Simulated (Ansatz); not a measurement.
# Cu3S4: two electronic states of one cell, part 2 of 2

Aim: solve Cu3S4 (a known structure type filled with other elements, at an estimated volume) from each of its saved states, at one geometry and mesh, and see which is lowest and how they differ.

Ansatz 0.2.0; DFT, r2SCAN, plane waves, PAW. The steps go on from the part before.

**4. State B: the run**

File input.yaml:

```yaml
crystal:
  lattice:
    - [3.51314597, 0.0, 0.0]
    - [-1.75657298, 3.04247591, 0.0]
    - [-1.75657298, 1.0141553, 11.64299134]
  atoms:
    - { symbol: Cu, position: [0.5, 0.5, 0.5], spin: 1.0 }
    - { symbol: Cu, position: [0.4171, 0.5829, 0.2513], spin: -1.0 }
    - { symbol: Cu, position: [0.5829, 0.4171, 0.7487], spin: 1.0 }
    - { symbol: S, position: [0.2888, 0.7112, 0.8664], spin: 0.0 }
    - { symbol: S, position: [0.7112, 0.2888, 0.1336], spin: 0.0 }
    - { symbol: S, position: [0.127, 0.873, 0.381], spin: 0.0 }
    - { symbol: S, position: [0.873, 0.127, 0.619], spin: 0.0 }
  symmetry: { detect: false, time_reversal: true }
kpoints:
  mp_grid: { grid: [6, 6, 6], shift: [0, 0, 0] }
  band_path:
    path:
      - [0.0, 0.0, 0.0]
      - [0.0, 0.0, 0.5]
      - [0.65655038, -0.32827519, 0.17172481]
      - [0.67172481, -0.34344962, -0.17172481]
      - [0.5, 0.0, 0.0]
      - [0.0, 0.0, 0.0]
      - [0.67172481, -0.3358624, -0.3358624]
      - [0.6641376, -0.3358624, 0.0]
      - [0.5, -0.5, 0.0]
      - [0.0, 0.0, 0.0]
    npoints: 6
magnetization:
  spin_polarized: true
scf:
  occupations: { method: fermi_dirac }
  lower_state_search: "off"
  max_iter: 200
hamiltonian:
  pseudopotentials: { kind: paw }
  xc: r2scan
basis:
  ecutwfc: 500
  fft_grid_basis: typed
output:
  forces: true
  stress: true
  eigenvalues: true
  bader: true
  populations: true
  elf: true
  write_potential: true
  volumetric_format: npy
  dos:
    e_range: [-12, 8]
    de: 0.05
    projected: { site_lists: { Cu: [Cu], S: [S] } }
checkpoint:
  read: saved_state
```

The log of the run:

```text
Warning: RAYON_NUM_THREADS=1 ignored (pool sized by the plan → 1); use --threads N
Engine: ansatz 0.2.0, x86_64-unknown-linux-gnu
Pseudopotentials: kind: paw
Pseudopotential: Cu, paw, valence charge 19, recommended cutoff 500 eV (meta_gga), Cu.paw.azcp
Pseudopotential: S, paw, valence charge 6, recommended cutoff 500 eV (meta_gga), S.paw.azcp
Functional definition: r2SCAN
  parameter k0 = 0.174
  parameter k1 = 0.065
  parameter a1 = 4.9479
  exchange = r2scan_x(k0 = k0, k1 = k1, a1 = a1)
  correlation = r2scan_c
Crystal: 7 atoms, lattice volume = 124.448 Å³
Basis set: ecut = 500 eV, 3139 PW (Γ), exchange–correlation on 108×108×360 points (64 copies of the dense FFT grid, shifted against one another)
Bands: 51, of which v1, the nominal top of the filled ones, is band 41 counted from 1 (40 counted from 0)
Symmetry: 1 space group operations
k-points: 112 of 216 (time reversal used)
Non-local potential: Cu, projectors of the file, l = 0: 3, l = 1: 2, l = 2: 3, l = 3: 1
Non-local potential: S, projectors of the file, l = 0: 2, l = 1: 2, l = 2: 2
PAW form: soft (Blöchl's): semilocal exchange-correlation on the pseudo side does not see the compensation charge
PAW frozen core: Cu, regenerated for the run's functional (the file was generated under x = pbe(κ = 0.804, μ = 0.2195149727645171), c = pbe(β = 0.06672455060314922))
PAW frozen core: S, regenerated for the run's functional (the file was generated under x = pbe(κ = 0.804, μ = 0.2195149727645171), c = pbe(β = 0.06672455060314922))
PAW one-centre angular grid: Cu, 590 points (default); XC on 160 Gauss nodes
PAW one-centre angular grid: S, 302 points (default); XC on 160 Gauss nodes
Initial density: read from a saved state, or passed on in memory by an earlier SCF of this step, an earlier step, the calling program or the single point that the run made first
Starting moments: Σ|m| = 3 μB on 3 of 7 sites; this step starts from the density that it was given
Initial wavefunctions: pseudopotential atomic-orbital guess
Functional: x = r2scan, c = r2scan; τ floored in thin density (d = 2e-4 eV/Å³)
iter 1 solved again at ethr=2.10e-5 eV; its pass at ethr=3.10e-3 eV (dr2=1.70e-2 eV) is discarded
SCF iter   1: F=-23516.387244 eV  HF=-23516.018892 eV  |F-HF|=3.68e-1  |Δ(HF+E_count)|=         —  Δρ=6.46e-3 (↑6.46e-3 ↓4.31e-3)  dr2=1.68e-2  dr2_τ=1.53e-3  dr2_m=1.96e-2  M=-0.018 μB ∫|m|=2.046 μB  β_m=0.30  ethr=2.10e-5  ⟨swp⟩=2.3  Hψ=67066  notcnv=0
preconditioner: auto → Kerker (q_TF=auto, 2.540 Å⁻¹)  [metal: Δε(μ)=0.069 eV  Ē_g=9.732 eV  σ=0.100 eV  W_gap=0.17  n_scr=44 (ndim 8)  ℏωp=25.1 eV  f_vac=0.054  D(μ)=4.36/eV (n_scr^D=44)]
spin=Collinear: Kerker preconditioning applied to the charge; magnetization (m = ρ↑ − ρ↓) channel mixes plain (no charge-response kernel on spin).
SCF iter   2: F=-23516.407844 eV  HF=-23516.261810 eV  |F-HF|=1.46e-1  |Δ(HF+E_count)|=   2.43e-1  Δρ=4.64e-3 (↑4.64e-3 ↓3.17e-3)  dr2=4.26e-3  dr2_τ=2.47e-3  dr2_m=9.92e-3  M=-0.011 μB ∫|m|=2.050 μB  β_m=0.30  ethr=2.07e-5  ⟨swp⟩=2.0  Hψ=23808  notcnv=0  defer=5  κ⁻¹=1.0e0(r=1)
SCF iter   3: F=-23516.408719 eV  HF=-23516.331657 eV  |F-HF|=7.71e-2  |Δ(HF+E_count)|=   6.98e-2  Δρ=3.43e-3 (↑3.43e-3 ↓2.25e-3)  dr2=6.15e-3  dr2_τ=5.14e-3  dr2_m=5.12e-3  M=-0.011 μB ∫|m|=2.041 μB  β_m=0.30  ethr=5.26e-6  ⟨swp⟩=2.0  Hψ=22540  notcnv=0  defer=8  κ⁻¹=2.9e-2(r=2)
SCF iter   4: F=-23516.416039 eV  HF=-23516.387036 eV  |F-HF|=2.90e-2  |Δ(HF+E_count)|=   5.54e-2  Δρ=1.53e-3 (↑1.52e-3 ↓1.53e-3)  dr2=3.75e-4  dr2_τ=3.13e-4  dr2_m=2.55e-3  M=-0.006 μB ∫|m|=2.043 μB  β_m=0.30  ethr=5.26e-6  ⟨swp⟩=2.0  Hψ=23689  notcnv=0  defer=8  κ⁻¹=3.6e-3(r=3)
SCF iter   5: F=-23516.417170 eV  HF=-23516.402029 eV  |F-HF|=1.51e-2  |Δ(HF+E_count)|=   1.50e-2  Δρ=1.11e-3 (↑1.11e-3 ↓1.04e-3)  dr2=1.40e-4  dr2_τ=1.55e-4  dr2_m=1.29e-3  M=-0.005 μB ∫|m|=2.044 μB  β_m=0.30  ethr=4.62e-7  ⟨swp⟩=2.0  Hψ=21533  notcnv=0  defer=8  κ⁻¹=9.5e-4(r=4)
SCF iter   6: F=-23516.417588 eV  HF=-23516.410025 eV  |F-HF|=7.56e-3  |Δ(HF+E_count)|=   8.00e-3  Δρ=8.06e-4 (↑7.25e-4 ↓8.06e-4)  dr2=1.67e-4  dr2_τ=7.80e-5  dr2_m=6.49e-4  M=-0.004 μB ∫|m|=2.044 μB  β_m=0.30  ethr=1.73e-7  ⟨swp⟩=2.2  Hψ=21850  notcnv=0  defer=8  κ⁻¹=1.1e-4(r=5)
SCF iter   7: F=-23516.417871 eV  HF=-23516.414069 eV  |F-HF|=3.80e-3  |Δ(HF+E_count)|=   4.04e-3  Δρ=6.00e-4 (↑5.10e-4 ↓6.00e-4)  dr2=1.37e-4  dr2_τ=3.99e-5  dr2_m=3.30e-4  M=-0.004 μB ∫|m|=2.044 μB  β_m=0.30  ethr=1.73e-7  ⟨swp⟩=2.0  Hψ=21368  notcnv=0  defer=8  κ⁻¹=5.2e-5(r=6)
SCF iter   8: F=-23516.418042 eV  HF=-23516.416121 eV  |F-HF|=1.92e-3  |Δ(HF+E_count)|=   2.05e-3  Δρ=4.21e-4 (↑3.67e-4 ↓4.21e-4)  dr2=8.31e-5  dr2_τ=1.97e-5  dr2_m=1.68e-4  M=-0.003 μB ∫|m|=2.044 μB  β_m=0.72  ethr=1.69e-7  ⟨swp⟩=2.0  Hψ=21189  notcnv=0  defer=8
Mixer restart at iter 8: flushing history
spin-set hold released at iteration 8 (site moments contracting): the magnetisation degrees of freedom join the quasi-Newton model from the next iteration; the mixer history was flushed
SCF iter   9: F=-23516.418221 eV  HF=-23516.418026 eV  |F-HF|=1.96e-4  |Δ(HF+E_count)|=   1.90e-3  Δρ=1.61e-4 (↑1.18e-4 ↓1.61e-4)  dr2=2.70e-5  dr2_τ=2.05e-6  dr2_m=1.61e-5  M=-0.002 μB ∫|m|=2.045 μB  β_m=0.74  ethr=1.03e-7  ⟨swp⟩=2.0  Hψ=20974  notcnv=0  defer=8  κ⁻¹=1.0e0(r=1)
SCF iter  10: F=-23516.418190 eV  HF=-23516.418249 eV  |F-HF|=5.91e-5  |Δ(HF+E_count)|=   2.23e-4  Δρ=9.42e-5 (↑6.61e-5 ↓9.42e-5)  dr2=7.21e-5  dr2_τ=2.05e-7  dr2_m=8.46e-7  M=-0.002 μB ∫|m|=2.044 μB  β_m=0.77  ethr=3.33e-8  ⟨swp⟩=2.0  Hψ=20377  notcnv=0  defer=8  κ⁻¹=4.3e-1(r=2)
SCF iter  11: F=-23516.418229 eV  HF=-23516.418256 eV  |F-HF|=2.61e-5  |Δ(HF+E_count)|=   6.63e-6  Δρ=4.56e-5 (↑3.98e-5 ↓4.56e-5)  dr2=3.25e-5  dr2_τ=1.02e-7  dr2_m=1.37e-7  M=-0.001 μB ∫|m|=2.045 μB  β_m=0.46  ethr=3.33e-8  ⟨swp⟩=1.5  Hψ=15226  notcnv=0  defer=8  κ⁻¹=1.4e-3(r=3)
SCF iter  12: F=-23516.418250 eV  HF=-23516.418253 eV  |F-HF|=2.93e-6  |Δ(HF+E_count)|=   2.76e-6  Δρ=3.16e-5 (↑2.90e-5 ↓3.16e-5)  dr2=8.01e-6  dr2_τ=4.24e-8  dr2_m=4.00e-7  M=0.000 μB ∫|m|=2.046 μB  β_m=0.55  ethr=3.33e-8  ⟨swp⟩=2.0  Hψ=17355  notcnv=0  defer=8  κ⁻¹=5.8e-4(r=4)
SCF iter  13: F=-23516.418255 eV  HF=-23516.418254 eV  |F-HF|=1.50e-6  |Δ(HF+E_count)|=   8.37e-7  Δρ=2.98e-5 (↑2.98e-5 ↓2.69e-5)  dr2=2.13e-6  dr2_τ=6.10e-8  dr2_m=2.84e-7  M=0.001 μB ∫|m|=2.047 μB  β_m=0.65  ethr=9.88e-9  ⟨swp⟩=1.0  Hψ=11404  notcnv=0  defer=8  κ⁻¹=3.8e-4(r=5)
SCF iter  14: F=-23516.418257 eV  HF=-23516.418256 eV  |F-HF|=4.53e-7  |Δ(HF+E_count)|=   2.51e-6  Δρ=1.95e-5 (↑1.95e-5 ↓1.86e-5)  dr2=8.50e-7  dr2_τ=3.11e-8  dr2_m=4.99e-8  M=0.001 μB ∫|m|=2.047 μB  β_m=0.86  ethr=2.63e-9  ⟨swp⟩=2.0  Hψ=17803  notcnv=0  defer=8  κ⁻¹=3.2e-4(r=6)
SCF iter  15: F=-23516.418257 eV  HF=-23516.418257 eV  |F-HF|=5.11e-7  |Δ(HF+E_count)|=   5.91e-7  Δρ=1.26e-5 (↑1.26e-5 ↓1.26e-5)  dr2=1.91e-7  dr2_τ=1.55e-8  dr2_m=9.72e-9  M=0.001 μB ∫|m|=2.047 μB  β_m=1.20  ethr=1.05e-9  ⟨swp⟩=2.0  Hψ=17794  notcnv=0  defer=8  κ⁻¹=1.1e-4(r=7)
SCF iter  16: F=-23516.418257 eV  HF=-23516.418257 eV  |F-HF|=2.95e-8  |Δ(HF+E_count)|=   5.57e-7  Δρ=6.36e-6 (↑6.04e-6 ↓6.36e-6)  dr2=1.73e-7  dr2_τ=1.77e-9  dr2_m=2.74e-9  M=0.000 μB ∫|m|=2.047 μB  β_m=0.30  ethr=1.23e-10  ⟨swp⟩=9.7  Hψ=76423  notcnv=0  κ⁻¹=5.2e-5(r=8)
SCF iter  17: F=-23516.418257 eV  HF=-23516.418257 eV  |F-HF|=1.02e-7  |Δ(HF+E_count)|=   8.16e-8  Δρ=4.24e-6 (↑4.21e-6 ↓4.24e-6)  dr2=1.34e-7  dr2_τ=2.50e-10  dr2_m=3.37e-9  M=0.000 μB ∫|m|=2.047 μB  β_m=0.52  ethr=2.13e-10  ⟨swp⟩=2.0  Hψ=17233  notcnv=0  κ⁻¹=2.3e-5(r=8)
SCF iter  18: F=-23516.418257 eV  HF=-23516.418257 eV  |F-HF|=3.26e-9  |Δ(HF+E_count)|=   6.38e-9  Δρ=2.12e-6 (↑2.12e-6 ↓1.82e-6)  dr2=9.46e-9  dr2_τ=2.14e-10  dr2_m=2.04e-9  M=0.000 μB ∫|m|=2.047 μB  ethr=1.23e-10  ⟨swp⟩=5.7  Hψ=67509  notcnv=0
SCF 1 converged in 18 iterations: F = -23516.418257 eV  dr2 = 9.46e-9
NSCF: frozen V_eff on 55 k-points
this state was not tested for a lower state beside it, because the mixer in use, unlike msr1, does not test its closes by its own steps (another_mixer; see scf.mixing.algorithm and scf.lower_state_search)
SCF converged after 18 iterations
Magnetization: 0.0000 μB (40.5000 up, 40.5000 down)
Absolute magnetization: 2.0546 μB (∫|ρ↑−ρ↓|, with the PAW one-centre terms)
Spin contamination: 0.6937 ħ² per cell (⟨S²⟩ above its minimum at these occupations)
Per-site moments (μB) at R_I (Å): [(1.5530069573059115e-5, 1.013249947978735), (-0.3073757727292712, 1.009741287291179), (0.30738124790286653, 1.009741287291179), (0.3690232305876928, 1.009741287291179), (-0.36904392396433244, 1.009741287291179), (-0.10807492555579878, 1.0132499479787351), (0.10809138548109593, 1.013249947978735)]
Free energy (F): -23516.418257 eV
Harris-Foulkes:  -23516.418257 eV  (|F-HF|=3.26e-9)
Internal energy: -23516.260874 eV  (E = F + TS)
E sigma→0 (E₀):  -23516.339566 eV
Entropy (-TS):   -0.157384 eV (-22.483 meV/atom)
Fermi energy:    7.742496 eV
--- Per-component energies (eV) ---
  E_band       = -1625.013157
  E_kinetic    = 1308.242020
  E_local      = -20681.886074  (includes V_loc(G=0)·N_el)
  E_nonlocal   = 1304.710012
  E_hartree    = 9317.588329
  E_xc         = -609.708603
  E_vxc        = -738.328149  (∫ρ·V_xc dr)
  E_paw        = -7473.642891  (= ΣΔE_a)
  E_vpaw       = -1496.048706  (= ΣTr[D̂ρ^β])
  E_aug_tail   = 0.000443  (compensation charges beyond the density's cutoff)
  E_vtau       = 43.118498  (kinetic-family band-sum trace: ∫τ·v_τ [+ j·A + Jᵃ·Aᵃ] dr)
  E_ewald      = -6680.221719
  E_core_change = -1.342391  (= ΣΔE_core)
  E_smearing   = -0.157384  (= −TS)
  E_closure    = 0.000000  (closes the sum)
  Σ components = -23516.418257   (vs F -23516.418257, Δ=0.00e0)
--- Forces (eV/Å), atoms counted from 1 ---
  atom   1  Cu    -0.00000008    -0.00000029     0.00000818
  atom   2  Cu    -0.00000007     0.00000114    -0.75533751
  atom   3  Cu     0.00000073    -0.00000016     0.75533905
  atom   4  S     -0.00001631     0.00000956    -1.18632578
  atom   5  S      0.00001760    -0.00000929     1.18633002
  atom   6  S      0.00000158    -0.00000320    -0.22124621
  atom   7  S     -0.00000090     0.00000373     0.22123972
  max |Σ_I F_I| component: 7.46e-6 eV/Å
--- Stress (GPa, compression-positive) ---
       -5.902128      -0.000007      -0.000003
       -0.000007      -5.902151      -0.000004
       -0.000002      -0.000004      -9.142895
  P = ⅓ Tr σ = -6.9824 GPa (-69.824 kbar)
--- Band table (eV; the first three rows and the last of 224) ---
  k-point 0 ↑: bands = ["-109.1798", "-108.6701", "-108.6200", "-64.9948", "-64.9831", "-64.9831", "-64.5074", "-64.4995", "-64.4995", "-64.4461", "-64.4398", "-64.4398", "-7.1609", "-6.3063", "-5.5537", "-4.8383", "1.4569", "3.4077", "3.4438", "3.4438", "3.9611", "3.9611", "3.9982", "4.5365", "4.5365", "4.6629", "4.6629", "4.8756", "4.8756", "5.1039", "5.1039", "5.3787", "5.5499", "5.6792", "7.0004", "7.0004", "7.4599", "7.8362", "7.8363", "8.3137", "8.3137", "8.8971", "8.8971", "12.2348", "12.7725", "14.3034", "14.6023", "15.4733", "15.4733", "16.2391", "16.2391"]
  k-point 1 ↑: bands = ["-109.1798", "-108.6701", "-108.6200", "-64.9948", "-64.9831", "-64.9831", "-64.5074", "-64.4995", "-64.4995", "-64.4461", "-64.4398", "-64.4398", "-7.1589", "-6.3186", "-5.5285", "-4.8550", "1.4925", "3.2697", "3.4441", "3.4441", "3.9601", "3.9601", "4.0705", "4.5374", "4.5374", "4.6630", "4.6630", "4.8756", "4.8756", "5.1043", "5.1043", "5.3244", "5.6564", "5.7458", "6.9957", "6.9957", "7.3463", "7.8486", "7.8486", "8.3038", "8.3038", "8.8989", "8.8989", "12.3164", "12.7731", "14.2687", "14.5528", "15.4768", "15.4768", "16.2129", "16.2129"]
  k-point 2 ↑: bands = ["-109.1798", "-108.6701", "-108.6200", "-64.9948", "-64.9831", "-64.9831", "-64.5074", "-64.4995", "-64.4995", "-64.4461", "-64.4398", "-64.4398", "-7.1550", "-6.3419", "-5.4762", "-4.8915", "1.5725", "3.0436", "3.4446", "3.4446", "3.9580", "3.9580", "4.1580", "4.5391", "4.5391", "4.6631", "4.6631", "4.8755", "4.8755", "5.1050", "5.1050", "5.2844", "5.6665", "6.0785", "6.9865", "6.9865", "7.0543", "7.8746", "7.8746", "8.2825", "8.2825", "8.9023", "8.9023", "12.4976", "12.7688", "14.1781", "14.4593", "15.4843", "15.4843", "16.1646", "16.1647"]
  k-point 111 ↓: bands = ["-109.1798", "-108.6699", "-108.6200", "-64.9946", "-64.9842", "-64.9834", "-64.5072", "-64.5006", "-64.4998", "-64.4459", "-64.4409", "-64.4401", "-5.6002", "-5.3526", "-4.7514", "-4.0717", "1.1029", "1.6844", "2.7308", "3.4027", "3.4116", "3.6073", "3.8760", "3.9881", "4.1818", "4.5675", "4.5779", "4.8206", "4.9093", "4.9680", "5.1568", "5.1987", "5.2525", "5.2851", "5.3356", "5.3771", "5.6136", "6.6550", "6.6721", "7.5826", "7.7969", "8.0533", "8.5583", "11.5868", "11.6976", "12.7385", "13.9142", "14.8683", "15.3356", "15.5394", "15.5924"]
--- Löwdin populations: 7 sites ---
  site symbol       q [e]    m [muB]
     0     Cu     18.2037     0.0000
     1     Cu     18.1426    -0.2414
     2     Cu     18.1426     0.2414
     3      S      6.3804     0.5720
     4      S      6.3804    -0.5720
     5      S      6.6184    -0.1587
     6      S      6.6184     0.1588
  spilling = 0.006340 (of n_electrons = 81.000000)
--- Bader charges: 7 sites ---
  site symbol  charge [e]  shift [e]    m [muB]
     0     Cu      0.7239     0.0031     0.0000
     1     Cu      0.7546     0.0035    -0.2933
     2     Cu      0.7546     0.0035     0.2933
     3      S     -0.4197     0.0017     0.5109
     4      S     -0.4197     0.0017    -0.5109
     5      S     -0.6969     0.0033    -0.1366
     6      S     -0.6969     0.0033     0.1366
  estimated error of the sums over rays = 5.9e-4 e
```

Run time: 7.6 min. Hardware: 1 thread of an x86-64 CPU, shared host; peak memory 1.5 GiB.

**5. State B: levels and charges**

States per cell by energy window, from dos.tsv and pdos.tsv (tetrahedra; eV from the Fermi level):

```
from    to  total    up  down  Cu s   Cu d   S p
-7.0  -6.0   1.03  0.51  0.51  0.19   0.14  0.66
-6.0  -5.0   3.19  1.59  1.59  0.33   0.60  2.14
-5.0  -4.0   7.39  3.70  3.69  0.22   3.37  3.64
-4.0  -3.0  10.38  5.20  5.20  0.08   7.19  2.98
-3.0  -2.0  16.50  8.25  8.25  0.25  13.57  2.36
-2.0  -1.0   5.19  2.60  2.60  0.05   2.06  2.87
-1.0   0.0   5.41  2.71  2.71  0.04   1.46  3.70
 0.0   1.0   4.71  2.35  2.35  0.05   1.19  3.37
 1.0   2.0   0.21  0.10  0.10  0.00   0.04  0.17
 2.0   3.0   0.00  0.00  0.00  0.00   0.00  0.00
 3.0   4.0   0.28  0.14  0.14  0.18   0.00  0.05
 4.0   5.0   1.62  0.81  0.81  0.87   0.01  0.30
```

Gathered by element (positive charge: electrons given up): Löwdin charges also hold the electrons that the projection spills.

```
element  atoms  Bader charge (e)  Bader volume (Å³)  Löwdin charge (e)  Bader moment, size (μB)
     Cu      3    +0.72 to +0.75       10.5 to 11.1     +0.79 to +0.86             0.00 to 0.29
      S      4    -0.70 to -0.42       19.8 to 26.1     -0.62 to -0.38             0.14 to 0.51
```

Löwdin charges rest on a small set of atomic orbitals that misses 0.6 % of the electrons, so they need not add up to the cell's charge and can differ from Bader's even in sign.

The main site moments: Cu2 down, Cu3 up, S4 up, S5 down.

**6. Results**

What follows sums up all 2 parts.

```
state  free energy (meV/atom)  largest site moment (μB)  size of the net moment (μB/cell)  gap (eV)  pressure (GPa)  largest force (eV/Å)  SCF cycles
    A                     4.2                      0.00                              0.00     metal            -7.3                  1.21          15
    B                     0.0                      0.37                              0.00     metal            -7.0                  1.19          18
```

What this shows: State B wins by 4.2 meV per atom over A. Every run converged, so convergence alone does not show that a state is the lowest.

Keep in mind: an input typed no starting moments; the k mesh is coarse for a cell without a gap.
